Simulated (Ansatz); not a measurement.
# C3H5ClGe: basis-set convergence

Aim: see how fast density functionals converge with the basis set for C3H5ClGe.

The runs use Ansatz 0.2.0, Gaussian basis; one geometry, several basis sets.

Plan: PBE0-D4/def2-SVP; ωB97M-V/def2-SVP; PBE0-D4/def2-QZVPP; ωB97M-V/def2-QZVPP; the functionals' def2-TZVPP values are taken from earlier runs.

## (1) The relaxed structure

All runs share one geometry, relaxed beforehand with PBE0-D4 in a triple-zeta def2 set.

10 atoms, charge 0, spin multiplicity 1.

Atoms are counted from 1 here; the program's logs count them from 0.

Bond lengths: C1–C2 1.447 Å, C1–H6 1.093 Å, C1–H7 1.093 Å, C1–H8 1.093 Å, C2–C3 1.208 Å, C3–Ge4 1.880 Å, Ge4–Cl5 2.157 Å, Ge4–H9 1.531 Å, Ge4–H10 1.531 Å. Angles: C2–C1–H6 110.8°, C2–C1–H7 110.7°, C2–C1–H8 110.7°, H6–C1–H7 108.2°, H6–C1–H8 108.2°, H7–C1–H8 108.1°, C1–C2–C3 179.7°, C2–C3–Ge4 179.8°, C3–Ge4–Cl5 108.3°, C3–Ge4–H9 111.0°, C3–Ge4–H10 111.0°, Cl5–Ge4–H9 106.8°, Cl5–Ge4–H10 106.8°, H9–Ge4–H10 112.7°.

## (2) PBE0-D4 in def2-SVP

in.yaml

```yaml
crystal:
  periodic: [false, false, false]
  atoms:
    - {symbol: C, position_ang: [-1.403176, -1.737383, 0.486274]}
    - {symbol: C, position_ang: [-0.477871, -0.659255, 0.212529]}
    - {symbol: C, position_ang: [0.290876, 0.242751, -0.020082]}
    - {symbol: Ge, position_ang: [1.492572, 1.643947, -0.377789]}
    - {symbol: Cl, position_ang: [0.618685, 2.920356, -1.880480]}
    - {symbol: H, position_ang: [-2.293930, -1.363725, 0.996772]}
    - {symbol: H, position_ang: [-0.938168, -2.494186, 1.122583]}
    - {symbol: H, position_ang: [-1.718848, -2.220517, -0.441461]}
    - {symbol: H, position_ang: [1.710525, 2.509921, 0.865662]}
    - {symbol: H, position_ang: [2.802237, 1.106991, -0.960909]}
basis:
  gaussian: {orbitals: def2-SVP}
hamiltonian: {xc: pbe0, dispersion: d4}
output: {orbitals: {seedname: orbitals}}
```

The run is started by

```
> ansatz run in.yaml --threads 4 --pin off --events-out ev --progress --plain --max-ram 10444MiB
```

The runs that follow: ωB97M-V in def2-SVP; PBE0-D4 in def2-QZVPP; ωB97M-V in def2-QZVPP.

Q: Predict the results of all the runs planned. Wanted: PBE0-D4: double and triple zeta above quadruple; ωB97M-V: double and triple zeta above quadruple.

As calculated:

```
                                       quantity           value
PBE0-D4: double and triple zeta above quadruple  16.72, 1.76 eV
ωB97M-V: double and triple zeta above quadruple  16.76, 1.70 eV
```

**Reading.** PBE0-D4 gains 14.96 eV from double to triple zeta, then 1.76 eV more. These are total energies; as a rule much of such shifts cancels in differences, which this series doesn't test.
